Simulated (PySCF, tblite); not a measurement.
# p-toluenethiol (C₇H₈S): dynamics, then NMR shifts on frames, part 2 of 2

tblite 0.8.0 and PySCF 2.14.0. Atoms count from 0. The steps go on from the part before.

### 5 Nuclear shieldings: 625 fs, PBE0/pcSseg-1

Job settings and geometry (Å):

```
{"job": {"kind": "nmr", "xc": "PBE0", "basis": "pcSseg-1", "pop": false}, "charge": 0, "multiplicity": 1}
C     -3.090100     0.635900     0.864100
C     -1.773600    -0.012200     0.700100
C     -0.720100     0.114900     1.546900
C      0.670100    -0.169700     1.305500
C      0.929000    -0.681400     0.037000
S      2.598200    -1.020700    -0.458200
C     -0.144300    -0.807300    -0.876200
C     -1.441300    -0.491300    -0.579000
H     -3.734000    -0.144800     1.258200
H     -3.093400     1.463700     1.573300
H     -3.526600     0.982100    -0.116100
H     -0.963200     0.585200     2.563200
H      1.266700     0.118800     2.115000
H      3.175300    -1.157400     0.766600
H      0.176100    -1.153500    -1.958500
H     -2.263800    -0.597200    -1.330200
```

With the program's defaults for keys left out, this is: GIAO PBE0/pcSseg-1 NMR shielding, non-relativistic, gas phase.

Log:

```text
coarse grid: 14192 points
cycle   1  E = -669.1145695463  dE =  1.201e+00  |g| = 3.698e-01  |ddm| = 3.950e+00
cycle   2  E = -669.1085772920  dE =  5.992e-03  |g| = 4.118e-01  |ddm| = 9.964e-01
cycle   3  E = -669.1531830109  dE = -4.461e-02  |g| = 8.934e-02  |ddm| = 5.335e-01
cycle   4  E = -669.1551207120  dE = -1.938e-03  |g| = 3.885e-02  |ddm| = 1.408e-01
cycle   5  E = -669.1555025735  dE = -3.819e-04  |g| = 1.044e-02  |ddm| = 4.966e-02
cycle   6  E = -669.1555319173  dE = -2.934e-05  |g| = 2.045e-03  |ddm| = 1.571e-02
cycle   7  E = -669.1555327042  dE = -7.869e-07  |g| = 5.707e-04  |ddm| = 2.307e-03
final grid: 133184 points
cycle   8  E = -669.2054648105  dE = -2.738e-05  |g| = 7.955e-03  |ddm| = 4.393e-02
cycle   9  E = -669.2054564192  dE =  8.391e-06  |g| = 9.656e-03  |ddm| = 2.083e-02
cycle  10  E = -669.2054817244  dE = -2.531e-05  |g| = 6.041e-04  |ddm| = 1.253e-02
cycle  11  E = -669.2054818034  dE = -7.903e-08  |g| = 2.058e-04  |ddm| = 8.792e-04
cycle  12  E = -669.2054818128  dE = -9.328e-09  |g| = 7.113e-05  |ddm| = 2.623e-04
cycle  13  E = -669.2054818140  dE = -1.203e-09  |g| = 2.951e-05  |ddm| = 1.044e-04
cycle  14  E = -669.2054818142  dE = -2.160e-10  |g| = 6.562e-06  |ddm| = 3.313e-05
converged SCF energy = -669.2054818142

GIAO shielding tensors (ppm)
atom      isotropic    diamagn.    paramagn.     s11        s22        s33       span
  0 C      160.780     244.734     -83.954    131.648    163.622    187.071     55.424
  1 C       49.761     263.638    -213.877    -56.243     25.833    179.694    235.937
  2 C       42.747     255.031    -212.284    -64.033     39.588    152.688    216.721
  3 C       49.850     253.139    -203.289    -60.840     52.822    157.569    218.408
  4 C       47.373     261.872    -214.499    -43.005     30.794    154.329    197.334
  5 S      496.886    1054.677    -557.791    341.117    375.834    773.706    432.589
  6 C       53.440     251.623    -198.183    -40.399     47.874    152.845    193.244
  7 C       45.725     255.424    -209.698    -56.962     41.160    152.979    209.941
  8 H       28.549      26.026       2.523     25.380     25.944     34.323      8.943
  9 H       29.450      28.450       1.001     24.553     28.728     35.070     10.518
 10 H       28.538      27.583       0.955     23.445     28.284     33.884     10.438
 11 H       23.922      30.886      -6.964     19.607     24.221     27.937      8.330
 12 H       24.179      34.172      -9.992     20.685     22.453     29.400      8.716
 13 H       27.336      29.073      -1.736     20.324     26.355     35.329     15.005
 14 H       23.296      28.763      -5.467     18.272     24.175     27.441      9.170
 15 H       23.810      31.708      -7.898     20.231     23.566     27.633      7.401
```

It took 37 s on 1 thread of Arm Neoverse N1, shared host; peak memory 0.89 GiB.

In short: δ C2 144.2, C7 141.2, C4 139.6, C1 137.2, H14 8.42, H15 7.91 ppm.

### 6 NMR shieldings: 800 fs, PBE0/pcSseg-1

Job settings and geometry (Å):

```
{"job": {"kind": "nmr", "xc": "PBE0", "basis": "pcSseg-1", "pop": false}, "charge": 0, "multiplicity": 1}
C     -2.871100     0.623300     1.555000
C     -1.448300     0.197100     1.215100
C     -0.376100     0.374200     2.050700
C      0.865200    -0.069600     1.710400
C      1.059000    -0.645000     0.493300
S      2.662900    -1.233800     0.087500
C      0.053000    -0.656300    -0.468900
C     -1.211400    -0.201700    -0.127300
H     -3.663600    -0.121100     1.262900
H     -2.990200     0.823400     2.626200
H     -3.098100     1.431200     0.956700
H     -0.561100     0.768600     3.048100
H      1.661000     0.062000     2.415200
H      3.208500    -0.841400     1.242700
H      0.179700    -1.016500    -1.460500
H     -2.091600    -0.270600    -0.836500
```

Level: GIAO PBE0/pcSseg-1 NMR shielding, non-relativistic, gas phase.

Log:

```text
coarse grid: 14192 points
cycle   1  E = -669.1246130901  dE =  1.369e+00  |g| = 3.849e-01  |ddm| = 3.999e+00
cycle   2  E = -669.1256645342  dE = -1.051e-03  |g| = 3.953e-01  |ddm| = 1.000e+00
cycle   3  E = -669.1670641951  dE = -4.140e-02  |g| = 5.557e-02  |ddm| = 5.036e-01
cycle   4  E = -669.1676150272  dE = -5.508e-04  |g| = 3.677e-02  |ddm| = 1.131e-01
cycle   5  E = -669.1679587975  dE = -3.438e-04  |g| = 1.028e-02  |ddm| = 4.524e-02
cycle   6  E = -669.1679865833  dE = -2.779e-05  |g| = 2.127e-03  |ddm| = 1.424e-02
cycle   7  E = -669.1679874743  dE = -8.910e-07  |g| = 6.953e-04  |ddm| = 2.510e-03
final grid: 133184 points
cycle   8  E = -669.2181537429  dE = -3.040e-05  |g| = 8.390e-03  |ddm| = 4.232e-02
cycle   9  E = -669.2181455779  dE =  8.165e-06  |g| = 9.957e-03  |ddm| = 2.202e-02
cycle  10  E = -669.2181724437  dE = -2.687e-05  |g| = 7.045e-04  |ddm| = 1.333e-02
cycle  11  E = -669.2181725536  dE = -1.099e-07  |g| = 2.582e-04  |ddm| = 9.998e-04
cycle  12  E = -669.2181725684  dE = -1.475e-08  |g| = 9.225e-05  |ddm| = 3.045e-04
cycle  13  E = -669.2181725705  dE = -2.105e-09  |g| = 2.926e-05  |ddm| = 1.325e-04
cycle  14  E = -669.2181725707  dE = -2.249e-10  |g| = 6.925e-06  |ddm| = 3.548e-05
converged SCF energy = -669.2181725707

GIAO shielding tensors (ppm)
atom      isotropic    diamagn.    paramagn.     s11        s22        s33       span
  0 C      162.586     243.687     -81.101    137.259    157.174    193.325     56.066
  1 C       44.209     261.715    -217.506    -58.066     16.018    174.674    232.740
  2 C       56.943     251.726    -194.783    -45.577     54.265    162.142    207.719
  3 C       59.846     253.970    -194.124    -37.977     69.466    148.050    186.026
  4 C       54.445     262.394    -207.949    -33.246     36.090    160.490    193.736
  5 S      494.630    1054.968    -560.338    327.666    353.666    802.559    474.894
  6 C       57.906     251.506    -193.599    -44.908     46.403    172.223    217.131
  7 C       40.942     254.779    -213.837    -70.759     39.386    154.198    224.957
  8 H       28.634      26.627       2.008     24.111     27.492     34.301     10.190
  9 H       29.632      27.382       2.250     24.616     28.894     35.386     10.770
 10 H       30.184      29.484       0.701     26.212     28.538     35.804      9.591
 11 H       24.614      31.610      -6.996     20.869     24.660     28.313      7.444
 12 H       24.801      33.539      -8.738     20.241     24.339     29.824      9.583
 13 H       28.056      30.470      -2.414     20.848     27.996     35.326     14.477
 14 H       24.596      32.720      -8.124     20.598     24.080     29.111      8.513
 15 H       23.373      32.169      -8.797     19.987     22.622     27.510      7.523
```

Wall time 39 s (1 thread of Arm Neoverse N1, shared host); peak memory 0.88 GiB.

In short: δ C7 146.0, C1 142.7, C4 132.5, C2 130.0, H15 8.34, H14 7.12 ppm.

### 7 Shielding tensors: 1000 fs, PBE0/pcSseg-1

Job settings and geometry (Å):

```
{"job": {"kind": "nmr", "xc": "PBE0", "basis": "pcSseg-1", "pop": false}, "charge": 0, "multiplicity": 1}
C     -2.184300     1.847400     2.033400
C     -1.031400     1.066200     1.401600
C     -0.307300     0.242500     2.245600
C      0.690700    -0.521700     1.755900
C      0.945000    -0.477900     0.347300
S      2.397500    -1.336000    -0.273000
C      0.278700     0.320900    -0.499000
C     -0.762800     1.091000     0.016400
H     -2.972800     1.989800     1.342400
H     -2.581300     1.258300     2.967500
H     -1.887100     2.800900     2.308300
H     -0.572700     0.213200     3.299000
H      1.260300    -1.169100     2.339000
H      2.488200    -2.236900     0.726000
H      0.648200     0.292100    -1.478800
H     -1.444500     1.570200    -0.546200
```

With the program's defaults for keys left out, this is: GIAO PBE0/pcSseg-1 NMR shielding, non-relativistic, gas phase.

Log:

```text
coarse grid: 14192 points
cycle   1  E = -669.1131410507  dE =  1.379e+00  |g| = 3.809e-01  |ddm| = 3.999e+00
cycle   2  E = -669.1163517738  dE = -3.211e-03  |g| = 3.809e-01  |ddm| = 9.420e-01
cycle   3  E = -669.1543522895  dE = -3.800e-02  |g| = 5.891e-02  |ddm| = 4.761e-01
cycle   4  E = -669.1549618687  dE = -6.096e-04  |g| = 3.919e-02  |ddm| = 1.112e-01
cycle   5  E = -669.1553609979  dE = -3.991e-04  |g| = 8.972e-03  |ddm| = 4.698e-02
cycle   6  E = -669.1553822926  dE = -2.129e-05  |g| = 2.110e-03  |ddm| = 1.415e-02
cycle   7  E = -669.1553831488  dE = -8.562e-07  |g| = 6.438e-04  |ddm| = 2.396e-03
final grid: 133184 points
cycle   8  E = -669.2059938064  dE = -3.443e-05  |g| = 8.206e-03  |ddm| = 5.018e-02
cycle   9  E = -669.2059863258  dE =  7.481e-06  |g| = 9.661e-03  |ddm| = 2.200e-02
cycle  10  E = -669.2060114206  dE = -2.509e-05  |g| = 9.674e-04  |ddm| = 1.327e-02
cycle  11  E = -669.2060116408  dE = -2.202e-07  |g| = 3.321e-04  |ddm| = 1.330e-03
cycle  12  E = -669.2060116690  dE = -2.819e-08  |g| = 9.699e-05  |ddm| = 4.487e-04
cycle  13  E = -669.2060116713  dE = -2.381e-09  |g| = 2.638e-05  |ddm| = 1.282e-04
cycle  14  E = -669.2060116715  dE = -1.633e-10  |g| = 7.833e-06  |ddm| = 3.276e-05
converged SCF energy = -669.2060116715

GIAO shielding tensors (ppm)
atom      isotropic    diamagn.    paramagn.     s11        s22        s33       span
  0 C      158.545     243.987     -85.443    131.241    156.577    187.815     56.574
  1 C       42.815     262.042    -219.227    -63.174     15.667    175.952    239.125
  2 C       51.094     254.073    -202.979    -53.557     50.076    156.764    210.321
  3 C       52.287     253.110    -200.824    -51.068     55.230    152.698    203.766
  4 C       44.628     262.548    -217.920    -54.842     41.428    147.298    202.140
  5 S      495.266    1055.519    -560.253    322.851    373.987    788.961    466.110
  6 C       62.426     250.547    -188.121    -42.193     52.448    177.023    219.216
  7 C       56.971     251.782    -194.811    -44.029     38.728    176.216    220.245
  8 H       30.031      29.142       0.889     25.216     29.374     35.503     10.288
  9 H       27.741      25.873       1.868     22.757     27.453     33.014     10.257
 10 H       30.054      27.886       2.168     26.911     27.443     35.809      8.898
 11 H       24.340      32.406      -8.066     20.670     23.728     28.624      7.954
 12 H       25.043      34.404      -9.361     21.143     23.306     30.678      9.535
 13 H       27.881      30.352      -2.471     20.832     27.248     35.564     14.732
 14 H       24.681      32.929      -8.248     20.327     23.412     30.305      9.978
 15 H       25.444      35.254      -9.810     22.603     23.856     29.872      7.268
```

It took 40 s on 1 thread of Arm Neoverse N1, shared host; peak memory 0.9 GiB.

This run: δ C1 144.1, C4 142.3, C2 135.8, C3 134.6, H11 7.38, H14 7.04 ppm.

### 8 Comparing the runs: NMR shifts

Shifts (ppm) of some atoms, chosen among heavy atoms and hydrogens apart, with basis size and wall time:

```tsv
frame	C2	C1	C4	C7	H15	H9	S5	functions	time
250 fs	136.4	133.7	131.4	128.4	7.16	2.53	-14	183	39 s
425 fs	139.9	147.2	135.0	135.0	7.75	2.99	-23	183	38 s
625 fs	144.2	137.2	139.6	141.2	7.91	2.27	7	183	37 s
800 fs	130.0	142.7	132.5	146.0	8.34	2.09	9	183	39 s
1000 fs	135.8	144.1	142.3	130.0	6.27	3.98	8	183	40 s
```

### 9 Summary of results

The summary covers parts 1 to 2.

| quantity | value |
| --- | --- |
| thermostat | 400 K |
| mean temperature, second half | 356 K |
| mean potential energy above the minimum | 0.59 eV |
| 13C shifts against TMS (PBE0/pcSseg-1, 250 fs) | 136.4, 133.7, 131.5, 131.4, 130.5, 128.4, 28.3 ppm |
| 1H shifts against TMS (PBE0/pcSseg-1, 250 fs) | 7.39, 7.26, 7.16, 6.98, 4.14, 3.42, 2.53, 1.97 ppm |
| 33S shifts against CS2 (PBE0/pcSseg-1, 250 fs) | -14 ppm |
| range of the shift of S5 | -23 to 9 ppm |

What this shows: In the second half the potential energy averages 0.59 eV above the minimum; equipartition over 42 harmonic modes at 400 K would give 0.72 eV. With 16 atoms the temperature swings widely (123 to 527 K). Shifts at one fixed geometry are not the observed spectrum, which averages over the motion. In the first frame run (250 fs): The widest tensor belongs to S5: span 399 ppm, with a paramagnetic part of -537 ppm. NICS(1)zz of -26 ppm above the planar ring from C1 marks a diatropic (aromatic) ring current. In ppm, S5 moves most: its shift spreads over 32 ppm, from -23 (425 fs) to 9 (800 fs).
